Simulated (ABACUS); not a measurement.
# HPbNO4 (P1) in ABACUS: further runs

The runs below take HPbNO4 through single point, relaxation of cell and atoms, with PBE, LDA, LDA-PW92.

Everything below comes from runs of ABACUS 3.10.1. Logs are shortened: lines on timing, memory, paths and dates and some standing lists are left out, and cuts for length are marked.

## (1) The structure

The typed cell holds 14 atoms: a = 4.120 Å, b = 6.427 Å, c = 8.387 Å, α = 67.04°, β = 89.96°, γ = 89.98°.

The cell was built by a generator and needn't be a form met in nature.

## (2) Single point, PBE, spin-orbit coupling, no magnetisation

The input, run_abacus.py:

```python
"""ABACUS run from a structure file: ASE reads it, the script writes STRU, KPT and INPUT."""
import re
import subprocess
from ase.io import read
from ase.units import Bohr

atoms = read("POSCAR")
atoms = atoms[(-atoms.numbers).argsort(kind="stable")]  # ABACUS lists atoms element by element
pseudo = {'Pb': 'Pb.upf', 'O': 'O.upf', 'N': 'N.upf', 'H': 'H.upf'}
orbital = {'Pb': 'Pb_confined-atom_8au_2s2p2d.orb', 'O': 'O_confined-atom_6au_2s2p1d.orb', 'N': 'N_confined-atom_6au_2s2p1d.orb', 'H': 'H_confined-atom_6au_2s1p.orb'}
magmoms = None
kmesh = [4, 3, 3]
params = {
    'suffix': 'HPbNO4',
    'calculation': 'scf',
    'basis_type': 'lcao',
    'pseudo_dir': './',
    'orbital_dir': './',
    'symmetry': 0,
    'dft_functional': 'pbe',
    'ecutwfc': 100,
    'pseudo_rcut': 7,
    'nspin': 4,
    'nbands': 118,
    'ks_solver': 'genelpa',
    'smearing_method': 'fd',
    'smearing_sigma': 0.00367493,
    'scf_thr': 1e-07,
    'scf_nmax': 100,
    'mixing_type': 'broyden',
    'mixing_beta': 0.4,
    'cal_force': 1,
    'cal_stress': 1,
    'noncolin': 0,
    'lspinorb': 1,
    'out_mul': 1,
    'out_chg': 1,
}

symbols = atoms.get_chemical_symbols()
elements = list(dict.fromkeys(symbols))
lines = ["ATOMIC_SPECIES"] + [f"{e} {atoms.get_masses()[symbols.index(e)]:.4f} {pseudo[e]}" for e in elements]
if orbital:
    lines += ["", "NUMERICAL_ORBITAL"] + [orbital[e] for e in elements]
lines += ["", "LATTICE_CONSTANT", f"{1 / Bohr:.10f}", "", "LATTICE_VECTORS"]
lines += [" ".join(f"{x:.10f}" for x in v) for v in atoms.cell]
lines += ["", "ATOMIC_POSITIONS", "Direct"]
for e in elements:
    lines += ["", e, "0.0", str(symbols.count(e))]
    for i, p in enumerate(atoms.get_scaled_positions(wrap=False)):
        if symbols[i] == e:
            mag = "" if magmoms is None else " mag " + " ".join(str(x) for x in (magmoms[i] if isinstance(magmoms[i], list) else [magmoms[i]]))
            lines.append(" ".join(f"{x:.10f}" for x in p) + " 1 1 1" + mag)
open("STRU", "w").write("\n".join(lines) + "\n")
open("KPT", "w").write("K_POINTS\n0\nGamma\n%d %d %d 0 0 0\n" % tuple(kmesh))
open("INPUT", "w").write("INPUT_PARAMETERS\n" + "".join(f"{k:<20s}{v}\n" for k, v in params.items()))

done = subprocess.run(['mpirun', '-np', '8', 'abacus'])
if done.returncode:
    raise SystemExit(done.returncode)
log = open("OUT.HPbNO4/running_scf.log").read()
print("final energy (eV):", re.findall(r"FINAL_ETOT_IS (\S+)", log))
```

The input, POSCAR:

```
HPbNO4
1.0
    4.1204000000     -0.0008100000     -0.0112000000
    0.0040400000      6.4272200000      0.0536000000
    0.0279100000      3.2070700000      7.7499400000
H Pb N O
2 2 2 8
Direct
    0.9036600000      0.2182100000      0.4885100000
    0.4033700000      0.7817700000      0.5114200000
    0.3945500000      0.3086300000      0.7072500000
    0.8948900000      0.6913500000      0.2926600000
    0.6340900000      0.1999000000      0.2073000000
    0.1338600000      0.8001200000      0.7927500000
    0.9082900000      0.3286600000      0.5436900000
    0.5379200000      0.3907600000      0.1949700000
    0.5348300000      0.1127900000      0.1060200000
    0.8371800000      0.0888700000      0.3267200000
    0.4081700000      0.6713200000      0.4562400000
    0.0377400000      0.6092400000      0.8052000000
    0.0342900000      0.8873700000      0.8939700000
    0.3371600000      0.9110100000      0.6733000000
```

Potentials or basis: PseudoDojo NC FR 0.4 PBE standard, DZP LCAO (the cutoffs set its grid).

On the command line:

```
$ OMP_NUM_THREADS=1 python run_abacus.py > log
```

running log:

```text
ABACUS v3.10.1

               Atomic-orbital Based Ab-initio Computation at UStc

 ------------------------------------------------------------------------------------

 READING GENERAL INFORMATION
                           global_out_dir = OUT.HPbNO4/
                           global_in_card = INPUT
                               pseudo_dir = ./
                              orbital_dir = ./
                                    DSIZE = 8
                                    GSIZE = 1

 READING UNITCELL INFORMATION
                                    ntype = 4
                  lattice constant (Bohr) = 1.88973
              lattice constant (Angstrom) = 1

 READING ATOM TYPE 1
                               atom label = Pb
                      L=0, number of zeta = 2
                      L=1, number of zeta = 2
                      L=2, number of zeta = 2
             number of atom for this type = 2
               magnetization of element 1 = [ 0, 0, 0 ]

 READING ATOM TYPE 2
                               atom label = O
                      L=0, number of zeta = 2
                      L=1, number of zeta = 2
                      L=2, number of zeta = 1
             number of atom for this type = 8
               magnetization of element 2 = [ 0, 0, 0 ]

 READING ATOM TYPE 3
                               atom label = N
                      L=0, number of zeta = 2
                      L=1, number of zeta = 2
                      L=2, number of zeta = 1
             number of atom for this type = 2
               magnetization of element 3 = [ 0, 0, 0 ]

 READING ATOM TYPE 4
                               atom label = H
                      L=0, number of zeta = 2
                      L=1, number of zeta = 1
             number of atom for this type = 2
               magnetization of element 4 = [ 0, 0, 0 ]

                        TOTAL ATOM NUMBER = 14
DIRECT COORDINATES
    atom                   x                   y                   z     mag                  vx                  vy                  vz
taud_Pb1            0.3945500000        0.3086300000        0.7072500000  0.0000        0.0000000000        0.0000000000        0.0000000000
taud_Pb2            0.8948900000        0.6913500000        0.2926600000  0.0000        0.0000000000        0.0000000000        0.0000000000
taud_O1            0.9082900000        0.3286600000        0.5436900000  0.0000        0.0000000000        0.0000000000        0.0000000000
taud_O2            0.5379200000        0.3907600000        0.1949700000  0.0000        0.0000000000        0.0000000000        0.0000000000
taud_O3            0.5348300000        0.1127900000        0.1060200000  0.0000        0.0000000000        0.0000000000        0.0000000000
taud_O4            0.8371800000        0.0888700000        0.3267200000  0.0000        0.0000000000        0.0000000000        0.0000000000
taud_O5            0.4081700000        0.6713200000        0.4562400000  0.0000        0.0000000000        0.0000000000        0.0000000000
taud_O6            0.0377400000        0.6092400000        0.8052000000  0.0000        0.0000000000        0.0000000000        0.0000000000
taud_O7            0.0342900000        0.8873700000        0.8939700000  0.0000        0.0000000000        0.0000000000        0.0000000000
taud_O8            0.3371600000        0.9110100000        0.6733000000  0.0000        0.0000000000        0.0000000000        0.0000000000
taud_N1            0.6340900000        0.1999000000        0.2073000000  0.0000        0.0000000000        0.0000000000        0.0000000000
taud_N2            0.1338600000        0.8001200000        0.7927500000  0.0000        0.0000000000        0.0000000000        0.0000000000
taud_H1            0.9036600000        0.2182100000        0.4885100000  0.0000        0.0000000000        0.0000000000        0.0000000000
taud_H2            0.4033700000        0.7817700000        0.5114200000  0.0000        0.0000000000        0.0000000000        0.0000000000

                          Volume (Bohr^3) = 1380.26
                             Volume (A^3) = 204.533

 Lattice vectors: (Cartesian coordinate: in unit of a_0)
              +4.1204            -0.00081             -0.0112
             +0.00404            +6.42722             +0.0536
             +0.02791            +3.20707            +7.74994
[... 428 lines left out ...]
----------------------------------------------------------
 E_KohnSham     -588.5646501725      -8007.8328837231
 E_KS(sigma->0) -588.5646501725      -8007.8328837231
 E_Harris       -588.5646561087      -8007.8329644889
 E_band         -43.3988989453       -590.4723125818
 E_one_elec     -283.6666936898      -3859.4833670023
 E_Hartree      187.3936611186       2549.6215602947
 E_xc           -159.3283184898      -2167.7729842196
 E_Ewald        -332.9632991116      -4530.1980927958
 E_entropy(-TS) -0.0000000000        -0.0000000000
 E_descf        0.0000000000         0.0000000000
 E_exx          0.0000000000         0.0000000000
 E_Fermi        0.3179235800         4.3255722169
----------------------------------------------------------

 charge density convergence is achieved
 final etot is -8007.8328837 eV
 EFERMI = 4.3255722169 eV

 STATE ENERGY(eV) AND OCCUPATIONS    NSPIN == 4
 1/36 kpoint (Cartesian) = 0.0000 0.0000 0.0000 (2914 pws)
       1       -22.7824      0.0277778
       2       -22.7824      0.0277778
       3       -22.7679      0.0277778
       4       -22.7679      0.0277778
       5       -17.4413      0.0277778
       6       -17.4413      0.0277778
[... 710 lines left out ...]
     117        14.5280        0.00000
     118        14.5546        0.00000

[... levels at 30 further k points ...]

-------------------------------------------------------------------------------------------
       Total Magnetism (uB)                    x                    y                    z
-------------------------------------------------------------------------------------------
                        Pb1         0.0000000000         0.0000000000         0.0000000000
                        Pb2         0.0000000000         0.0000000000         0.0000000000
                         O1         0.0000000000         0.0000000000         0.0000000000
                         O2         0.0000000000         0.0000000000         0.0000000000
                         O3         0.0000000000         0.0000000000         0.0000000000
                         O4         0.0000000000         0.0000000000         0.0000000000
                         O5         0.0000000000         0.0000000000         0.0000000000
                         O6         0.0000000000         0.0000000000         0.0000000000
                         O7         0.0000000000         0.0000000000         0.0000000000
                         O8         0.0000000000         0.0000000000         0.0000000000
                         N1         0.0000000000         0.0000000000         0.0000000000
                         N2         0.0000000000         0.0000000000         0.0000000000
                         H1         0.0000000000         0.0000000000         0.0000000000
                         H2         0.0000000000         0.0000000000         0.0000000000
-------------------------------------------------------------------------------------------

-------------------------------------------------------------------------------------------
       Total Magnetism (uB)       Magnitude (uB)       Polar (degree)     Azimuth (degree)
-------------------------------------------------------------------------------------------
                        Pb1         0.0000000000                 -nan         0.0000000000
                        Pb2         0.0000000000                 -nan         0.0000000000
                         O1         0.0000000000                 -nan         0.0000000000
                         O2         0.0000000000                 -nan         0.0000000000
                         O3         0.0000000000                 -nan         0.0000000000
                         O4         0.0000000000                 -nan         0.0000000000
                         O5         0.0000000000                 -nan         0.0000000000
                         O6         0.0000000000                 -nan         0.0000000000
                         O7         0.0000000000                 -nan         0.0000000000
                         O8         0.0000000000                 -nan         0.0000000000
                         N1         0.0000000000                 -nan         0.0000000000
                         N2         0.0000000000                 -nan         0.0000000000
                         H1         0.0000000000                 -nan         0.0000000000
                         H2         0.0000000000                 -nan         0.0000000000
-------------------------------------------------------------------------------------------

 correction force for each atom along direction 1 is 3.87060e-06
 correction force for each atom along direction 2 is -2.77822e-09
 correction force for each atom along direction 3 is 5.76346e-08
------------------------------------------------------------------------------------------
 TOTAL-FORCE (eV/Angstrom)
------------------------------------------------------------------------------------------
                       Pb1         0.0694239081        -0.0208714792         0.3318712069
                       Pb2         0.0672355953         0.0207581634        -0.3318132069
                        O1        -0.0498795440         0.5559621580         0.2620298097
                        O2        -0.5286506944         1.4396153980        -0.1181012879
                        O3        -0.4981575017        -1.1233148366        -0.9817620077
                        O4         0.8501244949        -0.2608202797         0.9504657310
                        O5        -0.0519563961        -0.5565197319        -0.2626979446
                        O6        -0.5287280828        -1.4375497734         0.1219218707
                        O7        -0.4909483743         1.1237723578         0.9828697226
                        O8         0.8462539388         0.2604081030        -0.9571234662
                        N1         0.1702521166        -0.0439511424         0.1868977774
                        N2         0.1663093281         0.0421883688        -0.1851125411
                        H1        -0.0122430784        -0.6821433188        -0.3550703387
                        H2        -0.0090357103         0.6824660130         0.3556246747
------------------------------------------------------------------------------------------

----------------------------------------------------------------
 TOTAL-STRESS (KBAR)
----------------------------------------------------------------
        24.5230157269         0.0269733274        -0.0059187358
         0.0269733274        52.5950844272         9.5277718794
        -0.0059187358         9.5277718794        31.2349852018
----------------------------------------------------------------
 TOTAL-PRESSURE: 36.117695 KBAR

 --------------------------------------------
 !FINAL_ETOT_IS -8007.8328837230765203 eV
 --------------------------------------------
```

Wall time 71 s (8 MPI ranks of Intel Xeon Platinum 8259CL at 2.50GHz (Skylake/Cascade Lake), shared host); peak memory 2.3 GiB.

Results:

| Item | Value |
| --- | --- |
| Free energy | -8007.8329 eV |
| Pressure | 3.6 GPa |
| Largest force | 1.573 eV/Å |
| Band gap on the k mesh | 3.21 eV, indirect (least direct gap 3.24 eV) |
| Mulliken charges | Pb +1.09; O -0.28, -0.24, -0.23, -0.27; N +0.12; H -0.20 e |

Forces in eV/Å, atoms in the order of the input:
```
Pb   0.069 -0.021  0.332
Pb   0.067  0.021 -0.332
O   -0.050  0.556  0.262
O   -0.529  1.440 -0.118
O   -0.498 -1.123 -0.982
O    0.850 -0.261  0.950
O   -0.052 -0.557 -0.263
O   -0.529 -1.438  0.122
O   -0.491  1.124  0.983
O    0.846  0.260 -0.957
N    0.170 -0.044  0.187
N    0.166  0.042 -0.185
H   -0.012 -0.682 -0.355
H   -0.009  0.682  0.356
```

Levels at points of the mesh, in eV from the valence-band top:
| k point | band 86 | band 87 | band 88 | band 89 | band 90 | band 91 |
| --- | --- | --- | --- | --- | --- | --- |
| (0.00, 0.00, 0.00) | -0.17 | -0.17 | -0.17 | 3.26 | 3.26 | 3.51 |
| (0.50, 0.00, 0.00) | -0.16 | -0.15 | -0.15 | 3.25 | 3.25 | 3.29 |

Caveat: the atomic orbitals were generated for these runs and aren't a published set; Mulliken charges move with the basis; an odd mesh through Γ misses points on the zone boundary, where band edges often lie; the basis of atomic orbitals isn't converged, which shifts pressures, moduli and gaps; forces of over 1 eV/Å show positions far from the minimum, so gaps and moduli don't describe the material at rest.

## (3) Single point, LDA

The input, INPUT:

```
INPUT_PARAMETERS
suffix              HPbNO4
calculation         scf
basis_type          pw
pseudo_dir          ./
symmetry            1
dft_functional      pz
ecutwfc             84
pseudo_rcut         7
nspin               1
nbands              59
ks_solver           dav
smearing_method     fd
smearing_sigma      0.00367493
scf_thr             1e-08
scf_nmax            100
mixing_type         broyden
mixing_beta         0.7
cal_force           1
cal_stress          1
out_chg             1
kpar                8
```

The input, STRU:

```
ATOMIC_SPECIES
H 1.0080 H.upf
Pb 207.2000 Pb.upf
N 14.0070 N.upf
O 15.9990 O.upf

LATTICE_CONSTANT
7.7864564394

LATTICE_VECTORS
0.9999962864 -0.0001965821 -0.0027181726
0.0009804837 1.5598476197 0.0130083975
0.0067735891 0.7783365912 1.8808638045

ATOMIC_POSITIONS
Cartesian

H
0.0
2
0.9071795615 0.7204219139 0.9192030357 1 1 1
0.4075991637 1.6174196778 0.9709845125 1 1 1

Pb
0.0
2
0.3996417624 1.0318167635 1.3331832525 1 1 1
0.8975468927 1.3060127193 0.5570144911 1 1 1

N
0.0
2
0.6356878090 0.4730380638 0.3907798793 1 1 1
0.1400137702 1.8650652956 1.5010992054 1 1 1

O
0.0
8
0.9122916054 0.9356547864 1.0244132928 1 1 1
0.5396217829 0.7611725956 0.3703330180 1 1 1
0.5356567385 0.2583493204 0.1994226375 1 1 1
0.8394770937 0.3927572144 0.6133962788 1 1 1
0.4119170848 1.4021849515 0.8657486231 1 1 1
0.0437913036 1.5770307680 1.5222941876 1 1 1
0.0412153099 2.0799648039 1.6928858709 1 1 1
0.3426126359 1.9450245272 1.2773199207 1 1 1
```

The input, KPT:

```
K_POINTS
0
Gamma
5 3 3 0 0 0
```

Potentials or basis: PseudoDojo NC SR 0.4.1 LDA standard, plane waves.

On the command line:

```
$ OMP_NUM_THREADS=1 mpirun -np 8 abacus > log
```

Run time: 100 s. Hardware: 8 MPI ranks of Intel Xeon Platinum 8488C (Sapphire Rapids), shared host; peak memory 3.7 GiB.

Results (log left out):

```
Free energy            : -8004.4820 eV
Pressure               : -5.5 GPa
Largest force          : 0.735 eV/Å
Band gap on the k mesh : 3.19 eV, indirect (least direct gap 3.25 eV)
```

Forces on the atoms (eV/Å):
```
H   -0.020 -0.237 -0.151
H   -0.018  0.237  0.152
Pb  -0.123 -0.028 -0.368
Pb  -0.121  0.028  0.369
N   -0.069  0.009 -0.048
N   -0.072 -0.010  0.051
O    0.019  0.330  0.123
O    0.329 -0.619  0.142
O    0.281  0.452  0.506
O   -0.418  0.114 -0.378
O    0.018 -0.331 -0.124
O    0.330  0.620 -0.145
O    0.278 -0.453 -0.508
O   -0.415 -0.113  0.379
```

Stress tensor (GPa, compression positive):
```
-4.97  0.00  0.00
 0.00 -6.31 -0.13
 0.00 -0.13 -5.29
```

Levels at points of the mesh, in eV from the valence-band top:
| k point | band 42 | band 43 | band 44 | band 45 | band 46 | band 47 |
| --- | --- | --- | --- | --- | --- | --- |
| (0.00, 0.00, 0.00) | -0.27 | -0.18 | -0.16 | 3.27 | 3.47 | 4.38 |

Caveat: spin-orbit coupling is left out, which as a rule narrows the gap of such compounds by several tenths of an eV; an odd mesh through Γ misses points on the zone boundary, where band edges often lie.

[end of part 1 of 2]
